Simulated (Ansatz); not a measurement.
# SiRuCl: the cost of one run

Computed with Ansatz 0.2.0 (DFT PBE, scalar-relativistic, plane waves, PAW, unless a step's input says otherwise).

1 further run of the same task is left out (it didn't finish).

### Step 1. The starting structure

The structure is orthorhombic, space group Pmmm (No. 47). Conventional cell: a = 3.734 Å, b = 3.760 Å, c = 3.788 Å, α = 90.00°, β = 90.00°, γ = 90.00°. Si (site symmetry mmm) is surrounded by 2 Ru at 1.89 Å. Ru (site symmetry mmm) has 2 Si at 1.89 Å as nearest neighbours. Cl (site symmetry mmm) has 4 Si at 2.65 Å as nearest neighbours.

Coordinates:

```
CELL_PARAMETERS angstrom
3.73384 0.00000 0.00000
0.00000 3.75952 0.00000
0.00000 0.00000 3.78831
ATOMIC_POSITIONS crystal
Si 0.50000 0.50000 0.00000
Ru 0.50000 0.50000 0.50000
Cl 0.00000 0.00000 0.00000
```

A structure generator made this guess: species swapped into a database cell of TbCoC (Pmmm, No. 47), with Cl on the Tb sites, Ru on the Co sites and Si on the C sites. Lengths come from tabulated atomic sizes and are only a guess.

### Step 2. The guess as it stands, on a coarse mesh

The input, input.yaml:

```yaml
crystal:
  lattice:
    - [3.73384222, 0.0, 0.0]
    - [0.0, 3.75952491, 0.0]
    - [0.0, 0.0, 3.78831469]
  atoms:
    - { symbol: Si, position: [0.5, 0.5, 0.0] }
    - { symbol: Ru, position: [0.5, 0.5, 0.5], spin: 1.0 }
    - { symbol: Cl, position: [0.0, 0.0, 0.0] }
basis:
  ecutwfc: 420
kpoints:
  mp_grid: { grid: [6, 6, 6] }
hamiltonian:
  xc: pbe
scf:
  occupations: { method: gaussian, width: 0.1 }
  lower_state_search: "off"
output:
  forces: true
  stress: true
  eigenvalues: true
  populations: true
magnetization:
  spin_polarized: true
```

Started as:

```
$ ansatz run input.yaml --threads 1 --pin off --max-ram 2560MiB --backend cpu --events-out ev --progress --plain --runs-dir out
```

Q: Estimate wall time and peak memory on 1 thread of Arm Neoverse V1, shared host.

About 16 s, with a peak of 0.38 GiB.
